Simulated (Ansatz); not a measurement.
The system is Ti3C2.

```
CELL_PARAMETERS angstrom
3.06660 0.00000 0.00000
-1.53330 2.65576 0.00000
0.00000 0.00000 15.11715
ATOMIC_POSITIONS crystal
Ti 0.00000 0.00000 0.50000
Ti 0.00000 0.00000 0.00000
Ti 0.33333 0.66667 0.65612
Ti 0.66667 0.33333 0.15612
Ti 0.66667 0.33333 0.34388
Ti 0.33333 0.66667 0.84388
C 0.33333 0.66667 0.08590
C 0.66667 0.33333 0.58590
C 0.33333 0.66667 0.41410
C 0.66667 0.33333 0.91410
```

The cell comes from a database or a generator and needn't be the stable form of this composition.

- Program: Ansatz 0.2.0
- Task: single point
- Functional: PBEsol
- Potentials or basis: Ansatz PAW
- Cutoff: 420 eV (not typed: the program's choice for these potentials)
- k mesh: 10 × 10 × 2
- Occupations: fermi-dirac, width 0.05 eV
- Spin: no spin polarisation

On this cell: pressure -4.8 GPa; largest force 0.326 eV/Å; band gap on the k mesh none (metal or under the smearing width).

The same run follows on a disturbed copy (atoms moved at random, drawn with an rms of 0.05 Å):

```
CELL_PARAMETERS angstrom
3.06660 0.00000 0.00000
-1.53330 2.65576 0.00000
0.00000 0.00000 15.11715
ATOMIC_POSITIONS crystal
Ti 0.98490 0.99381 0.50263
Ti 0.99866 0.99786 0.00062
Ti 0.34672 0.68207 0.65698
Ti 0.64529 0.31616 0.15800
Ti 0.65201 0.34257 0.34296
Ti 0.33545 0.67425 0.84442
C 0.35069 0.67262 0.08705
C 0.67152 0.32728 0.58825
C 0.33622 0.66392 0.41414
C 0.66796 0.31488 0.91247
```

**Question.** What changes?

**Answer.** The energy (extrapolated to zero smearing) moves by +20.5 meV/atom; pressure -4.8 GPa; largest force 1.228 eV/Å; band gap on the k mesh none (metal or under the smearing width).

Forces on the atoms (eV/Å):
```
Ti   0.662  0.133 -0.593
Ti   0.426 -0.100  0.050
Ti   0.017 -0.619  0.105
Ti   0.719  0.518 -0.505
Ti   0.648 -0.293  0.780
Ti   0.326 -0.721 -0.046
C   -0.952 -0.684 -0.147
C   -0.429  0.580 -0.342
C   -0.896  0.234  0.122
C   -0.522  0.951  0.575
```

Stress tensor (GPa, compression positive):
```
-5.25 -0.32 -0.81
-0.32 -4.04  0.93
-0.81  0.93 -5.04
```

Caveats: the PAW data sets come from PBE, with cores solved anew for the run's functional, which leaves a small shift of forces and pressure.
